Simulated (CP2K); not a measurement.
Crystal: NbCu.

```
Nb Cu
1.0
     3.62351    0.00000    0.00000
     1.81176    3.13805    0.00000
     1.81176    1.04602    2.95859
Nb Cu
1 1
Direct
  0.00000 0.00000 0.00000
  0.50000 0.50000 0.50000
```

The cell was built by a generator and needn't be a form met in nature.

Base run:

- Program: CP2K 2026.2
- Functional: BLYP
- Potentials or basis: GTH_POTENTIALS Nb GTH-PBE-q13, Cu GTH-BLYP-q11; TZVP-MOLOPT-PBE-GTH basis
- Density cutoff: 6123 eV
- k mesh: 9 × 9 × 9
- Occupations: fermi-dirac, width 0.05 eV
- Spin: no spin polarisation

Its results: band gap on the k mesh none (metal or under the smearing width); pressure 6.6 GPa.

The run is repeated on the same cell with these changes: dispersion from none to D2. What comes out?

Band gap on the k mesh none (metal or under the smearing width); pressure -5.4 GPa.

Dispersion adds attraction, which lowers the pressure at fixed volume and, as a term added to the energy, leaves the levels alone.

Caveats: the potentials were made for another functional, which shifts forces and pressure; the basis of atomic orbitals isn't converged, which shifts pressures, moduli and gaps; pairwise dispersion overbinds metals, which lowers pressure and volume (some runs).
